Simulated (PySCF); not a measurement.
**Cu₃: doublet, from a linear chain start**

Where does doublet Cu₃ go from a linear chain start, is the end point a minimum, and what are its modes, charges and moments?

The runs use PySCF 2.14.0; PBE0, basis Cu def2-TZVP, no relativity, density fitting.

## (1) Starting geometry

3 atoms, charge 0, spin multiplicity 2.

Bond lengths: Cu1–Cu2 2.128 Å, Cu1–Cu3 2.128 Å. Angles: Cu2–Cu1–Cu3 180.0°.

```xyz
3
charge 0 multiplicity 2
Cu    0.0000    0.0000    0.0000
Cu    0.0000    0.0000    2.1280
Cu    0.0000    0.0000   -2.1280
```

## (2) First SCF at the start

The steps below are one call of a driver around PySCF. For each, scf.py gives the equivalent set-up of the SCF; relaxations use the driver's own optimiser. After this first run the driver tries any further starts and a stability analysis.

Contents of scf.py:

```python
from pyscf import gto, scf, dft
mol = gto.M(atom='''
Cu     0.000000     0.000000     0.000000
Cu     0.000000     0.000000     2.128000
Cu     0.000000     0.000000    -2.128000''',
    basis={'Cu': 'def2-TZVP'},
    charge=0, spin=1)
mf = dft.UKS(mol, xc='PBE0')
mf.grids.atom_grid = (50, 194)
aux = {'Cu': 'def2-universal-JKFIT'}
mf = mf.density_fit(auxbasis=aux)
mf.conv_tol = 1e-08
mf.diis_space = 10
mf.max_cycle = 60
mf.init_guess = 'minao'
mf.verbose = 4
mf.kernel()
```

Command:

```bash
$ OMP_NUM_THREADS=4 python axn.py task.json out
```

Log:

```text
init E= -4919.91184674007
[... the frontier-level lines of each cycle are left out ...]
cycle= 1 E= -4918.46531582574  delta_E= 1.45  |g|= 3.71  |ddm|=  1.8
cycle= 2 E= -4913.20237997087  delta_E= 5.26  |g|= 7.02  |ddm|= 3.22
cycle= 3 E= -4920.59155547124  delta_E= -7.39  |g|= 1.05  |ddm|= 1.99
cycle= 4 E= -4920.8106110012  delta_E= -0.219  |g|= 0.107  |ddm|= 0.585
cycle= 5 E= -4920.81043509813  delta_E= 0.000176  |g|= 0.13  |ddm|= 0.0759
cycle= 6 E= -4920.81287366937  delta_E= -0.00244  |g|= 0.0264  |ddm|= 0.052
cycle= 7 E= -4920.81307245175  delta_E= -0.000199  |g|= 0.00667  |ddm|= 0.0284
cycle= 8 E= -4920.81309735153  delta_E= -2.49e-05  |g|= 0.00149  |ddm|= 0.0124
cycle= 9 E= -4920.81309875476  delta_E= -1.4e-06  |g|= 0.000179  |ddm|= 0.0033
cycle= 10 E= -4920.81309881214  delta_E= -5.74e-08  |g|= 0.000119  |ddm|= 0.00069
cycle= 11 E= -4920.81309882171  delta_E= -9.57e-09  |g|= 1.18e-05  |ddm|= 0.000273
Extra cycle  E= -4920.81309882204  delta_E= -3.28e-10  |g|= 1.94e-05  |ddm|= 5.08e-05
converged SCF energy = -4920.81309882204  <S^2> = 0.76184217  2S+1 = 2.0118073
```

This step, with its further starts and checks, took 30 s on 4 threads of AMD EPYC 7R43 (Zen 3), shared host.

Energies from each starting density:

| start | energy (Eh) |
| --- | --- |
| the minimal-basis guess | -4920.813099 |
| a thermally smeared density | -4920.813099 |
| a smeared PBE density | -4920.813099 |

No lower solution of this spin turned up from the other starts or in the test of internal stability.

## (3) Linear chain start, doublet: relaxation

The program finds D∞h symmetry in the start, which this walk keeps. The walk stops when the largest gradient is under 0.0003 Eh/bohr and the energy has settled too.

Edit scf.py of step 2 so:

```diff
@@ -15 +14,0 @@
-mf.init_guess = 'minao'
```

The optimiser's trace:

| step | energy (Eh) | change (kJ/mol) | largest symmetric gradient (Eh/bohr) |
| --- | --- | --- | --- |
| 0 | -4920.813099 | 0.00 | 0.03825 |
| 1 | -4920.820454 | -19.31 | 0.02394 |
| 2 | -4920.826228 | -34.47 | 0.00820 |
| 3 | -4920.827194 | -37.01 | 0.00212 |
| 4 | -4920.827271 | -37.21 | 0.00026 |
| 5 | -4920.827273 | -37.21 | 0.00001 |

The walk took 40 s.

Geometry (Å) and forces (eV/Å) at some steps:

```
step 0
Cu   0.000   0.000   0.000   0.000   0.000   0.000
Cu   0.000   0.000   2.128   0.000   0.000   1.967
Cu   0.000   0.000  -2.128   0.000   0.000  -1.967
step 1
Cu   0.000   0.000   0.000   0.000   0.000   0.000
Cu   0.000   0.000   2.191   0.000   0.000   1.231
Cu   0.000   0.000  -2.191   0.000   0.000  -1.231
step 3
Cu   0.000   0.000   0.000   0.000   0.000   0.000
Cu   0.000   0.000   2.340   0.000   0.000   0.109
Cu   0.000   0.000  -2.340   0.000   0.000  -0.109
step 5
Cu   0.000   0.000   0.000   0.000   0.000   0.000
Cu   0.000   0.000   2.360   0.000   0.000   0.001
Cu   0.000   0.000  -2.360   0.000   0.000  -0.001
```

After 5 steps and 37.2 kJ/mol it ends at D∞h: Cu–Cu 2.360 Å (×2); Cu–Cu–Cu 180.0°.

## (4) Hessian and properties

On the finer grid the gradient is checked again; gradients at displacements of ±0.02 bohr then give force constants and infrared intensities.

Edit scf.py of step 3 so:

```diff
@@ -4,2 +4,2 @@
-Cu     0.000000     0.000000     2.128000
-Cu     0.000000     0.000000    -2.128000''',
+Cu     0.000000     0.000000     2.359942
+Cu    -0.000000     0.000000    -2.359942''',
@@ -9 +9 @@
-mf.grids.atom_grid = (50, 194)
+mf.grids.atom_grid = (75, 302)
@@ -12 +12 @@
-mf.conv_tol = 1e-08
+mf.conv_tol = 1e-10
```

The driver hands on the density of the step before, so the log starts near convergence.

SCF at the final geometry:

```text
init E= -4920.8269451359
[... the frontier-level lines of each cycle are left out ...]
cycle= 1 E= -4920.8269451357  delta_E= 2.05e-10  |g|= 3.6e-05  |ddm|= 1.7e-05
cycle= 2 E= -4920.82694513399  delta_E= 1.7e-09  |g|= 0.000108  |ddm|= 4.63e-05
cycle= 3 E= -4920.82694513591  delta_E= -1.92e-09  |g|= 3.36e-06  |ddm|= 3.38e-05
cycle= 4 E= -4920.82694513593  delta_E= -1.46e-11  |g|= 5.37e-07  |ddm|= 9.89e-07
Extra cycle  E= -4920.82694513592  delta_E= 7.28e-12  |g|= 1.74e-06  |ddm|= 1.24e-06
converged SCF energy = -4920.82694513592  <S^2> = 0.76647741  2S+1 = 2.0164101
```

The whole step took 64 s.

Geometry: D∞h; Cu–Cu 2.360 Å (×2); Cu–Cu–Cu 180.0°.

Modes, for the most abundant isotopes:

```json
{"symmetry": "πu", "ω (cm⁻¹)": "28i", "IR (km/mol)": "1.5", "μ (u)": "62.93", "type": "bend"}
{"symmetry": "σg+", "ω (cm⁻¹)": "147", "IR (km/mol)": "0.0", "μ (u)": "62.93", "type": "stretch"}
{"symmetry": "σu+", "ω (cm⁻¹)": "236", "IR (km/mol)": "3.6", "μ (u)": "62.93", "type": "stretch"}
```

With 2 modes imaginary (up to 28i cm⁻¹) this point is a saddle.

Properties at this point:

```
Dipole moment                                                   : 0.00 D
Highest occupied level                                          : -5.35 eV
Lowest empty level                                              : -3.46 eV
Rotational constants                                            : 0.02405 cm⁻¹
Zero-point energy (real modes)                                  : 2.3 kJ/mol
Principal polarisabilities                                      : 60.2, 60.2, 276.7 bohr³
Atomisation energy without zero-point energy                    : 248 kJ/mol
Principal traceless quadrupole moments about the centre of mass : -5.88, -5.88, 11.77 D Å
Spin squared ⟨S²⟩                                               : 0.766
```

Charges (e) and bond orders:

```tsv
atom	Mulliken	Löwdin	polar tensor	spin (Mulliken)	Mayer order to Cu1
Cu1	-0.12	-0.16	-0.25	-0.08	–
Cu2,3	0.06	0.08	0.13	0.54	0.64
```

Outer orbital energies (eV). α occupied: -7.46, -7.00, -7.00, -6.79, -6.76, -6.76, -6.26, -5.35; empty: -1.78, 0.40, 0.90, 0.90. β occupied: -7.42, -7.42, -7.02, -7.02, -6.78, -6.78, -6.65, -5.80; empty: -3.46, -1.27, 0.95, 1.24.

Mulliken populations on Cu1: s 7.07, p 12.11, d 9.94, f 0.00.

## (5) Following the imaginary mode

The atoms are moved a little along the softest imaginary mode and relaxed again.

The program finds C2v symmetry in the start, which this walk keeps. The walk stops when the largest gradient is under 0.0003 Eh/bohr and the energy has settled too.

Edit scf.py of step 4 so:

```diff
@@ -3,3 +3,3 @@
-Cu     0.000000     0.000000     0.000000
-Cu     0.000000     0.000000     2.359942
-Cu    -0.000000     0.000000    -2.359942''',
+Cu    -0.240926    -0.066744    -0.000000
+Cu     0.120463     0.033372     2.359942
+Cu     0.120463     0.033372    -2.359942''',
@@ -9 +9 @@
-mf.grids.atom_grid = (75, 302)
+mf.grids.atom_grid = (50, 194)
@@ -12 +12 @@
-mf.conv_tol = 1e-10
+mf.conv_tol = 1e-08
```

Energy and gradient, step by step:

| step | energy (Eh) | change (kJ/mol) | largest symmetric gradient (Eh/bohr) |
| --- | --- | --- | --- |
| 0 | -4920.827300 | 0.00 | 0.00288 |
| 1 | -4920.827388 | -0.23 | 0.00230 |
| 2 | -4920.827638 | -0.89 | 0.00152 |
| 3 | -4920.827696 | -1.04 | 0.00164 |
| 4 | -4920.828581 | -3.36 | 0.00126 |
| 5 | -4920.828721 | -3.73 | 0.00289 |
| 6 | -4920.828814 | -3.98 | 0.00209 |
| 7 | -4920.828988 | -4.43 | 0.00025 |
| 8 | -4920.829005 | -4.48 | 0.00012 |
| 9 | -4920.829022 | -4.52 | 0.00014 |
| 10 | -4920.829058 | -4.62 | 0.00034 |
| 11 | -4920.829277 | -5.19 | 0.00135 |
| 12 | -4920.830103 | -7.36 | 0.00434 |
| 13 | -4920.830423 | -8.20 | 0.01335 |
| 14 | -4920.832604 | -13.93 | 0.00929 |
| 15 | -4920.834095 | -17.84 | 0.00710 |
| 16 | -4920.834654 | -19.31 | 0.00595 |
| 17 | -4920.834904 | -19.96 | 0.00049 |
| 18 | -4920.834910 | -19.98 | 0.00013 |
| 19 | -4920.834911 | -19.98 | 0.00003 |

The walk took 2.7 min.

End point (C2v, 19 steps, 20.0 kJ/mol gained): Cu–Cu 2.339 Å (×2), Cu–Cu 2.629 Å; Cu–Cu–Cu 55.8° (×2), Cu–Cu–Cu 68.4°.

## (6) Vibrations and properties at this point

The same treatment as at the point before.

Edit scf.py of step 5 so:

```diff
@@ -3,3 +3,3 @@
-Cu    -0.240926    -0.066744    -0.000000
-Cu     0.120463     0.033372     2.359942
-Cu     0.120463     0.033372    -2.359942''',
+Cu    -1.243333    -0.344444     0.000000
+Cu     0.621666     0.172222     1.314414
+Cu     0.621666     0.172222    -1.314414''',
@@ -9 +9 @@
-mf.grids.atom_grid = (50, 194)
+mf.grids.atom_grid = (75, 302)
@@ -12 +12 @@
-mf.conv_tol = 1e-08
+mf.conv_tol = 1e-10
```

SCF at the final geometry:

```text
init E= -4920.83470086894
[... the frontier-level lines of each cycle are left out ...]
cycle= 1 E= -4920.8347008688  delta_E= 1.35e-10  |g|= 2.95e-05  |ddm|= 1.31e-05
cycle= 2 E= -4920.83470086766  delta_E= 1.14e-09  |g|= 8.81e-05  |ddm|= 3.88e-05
cycle= 3 E= -4920.83470086894  delta_E= -1.29e-09  |g|= 4.42e-06  |ddm|= 2.95e-05
cycle= 4 E= -4920.83470086895  delta_E= -9.09e-12  |g|= 1.07e-07  |ddm|= 1.47e-06
Extra cycle  E= -4920.83470086895  delta_E= 9.09e-13  |g|= 2.12e-07  |ddm|= 2.48e-07
converged SCF energy = -4920.83470086895  <S^2> = 0.76085221  2S+1 = 2.0108229
```

The whole step took 99 s on 4 threads of AMD EPYC 7R43 (Zen 3), shared host.

Geometry: C2v; Cu–Cu 2.339 Å (×2), Cu–Cu 2.629 Å; Cu–Cu–Cu 55.8° (×2), Cu–Cu–Cu 68.4°.

Harmonic modes (main isotopes):

```
symmetry  ω (cm⁻¹)  IR (km/mol)
      a1        98          1.7
      b2       147         28.4
      a1       240          1.7
```

No imaginary mode, so this is a minimum.

Constants and moments:

```
Dipole moment                                                   : 0.73 D
Highest occupied level                                          : -4.09 eV
Lowest empty level                                              : -2.57 eV
Rotational constants                                            : 0.1073, 0.07753, 0.04501 cm⁻¹
Zero-point energy                                               : 2.9 kJ/mol
Principal polarisabilities                                      : 60.1, 109.5, 207.2 bohr³
Atomisation energy without zero-point energy                    : 268 kJ/mol
Principal traceless quadrupole moments about the centre of mass : -6.46, -2.27, 8.73 D Å
Entropy at 298.15 K and 1 bar (electronic part: spin only)      : 324.3 J/(mol K)
Heat capacity Cp at 298.15 K                                    : 56.8 J/(mol K)
Enthalpy at 298.15 K above 0 K                                  : 14.87 kJ/mol
Rotational symmetry number                                      : 2
Spin squared ⟨S²⟩                                               : 0.761
```

Populations by atom (charges in e):

| atom | Mulliken | Löwdin | polar tensor | spin (Mulliken) | Mayer order to Cu1 |
| --- | --- | --- | --- | --- | --- |
| Cu1 | 0.15 | 0.11 | 0.44 | 0.01 | – |
| Cu2,3 | -0.07 | -0.05 | -0.22 | 0.50 | 0.62 |

Mulliken populations on Cu1: s 6.77, p 12.15, d 9.93, f 0.00.

## (7) The points found, side by side

| spin | group | bonds | imaginary modes (cm⁻¹) | ΔE (kJ/mol) | with zero-point energy |
| --- | --- | --- | --- | --- | --- |
| doublet | C2v | Cu–Cu 2.339 Å (×2), Cu–Cu 2.629 Å | none | 0.0 | 0.0 |
| doublet | D∞h | Cu–Cu 2.360 Å (×2) | 28i, 28i | 20.4 | – |

## (8) Outcome

```
                                          quantity                                                                   value
                                           minimum                                                            doublet, C2v
                                          geometry  Cu–Cu 2.339 Å (×2), Cu–Cu 2.629 Å; Cu–Cu–Cu 55.8° (×2), Cu–Cu–Cu 68.4°
                                wavenumbers (cm⁻¹)                                             98 (a1), 147 (b2), 240 (a1)
                                     dipole moment                                                                  0.73 D
highest occupied, lowest empty level (either spin)                                                         -4.09, -2.57 eV
                        polar-tensor charge of Cu1                                                                 +0.44 e
                                 zero-point energy                                                              2.9 kJ/mol
                               entropy at 298.15 K                                                         324.3 J/(mol K)
         atomisation energy (no zero-point energy)                                                              268 kJ/mol
                                              ⟨S²⟩                                                                   0.761
```

What this shows: From D∞h at the start the molecule goes to a C2v minimum, after a stop at a second-order saddle point 20.4 kJ/mol higher, from which it was pushed off along an imaginary mode. The strongest infrared band lies at 147 cm⁻¹ (b2). Only this shape and spin were tried, so other structures or states may lie lower. One determinant may miss the lowest occupation of an open d or f shell.

The search up to here took 6.6 min.
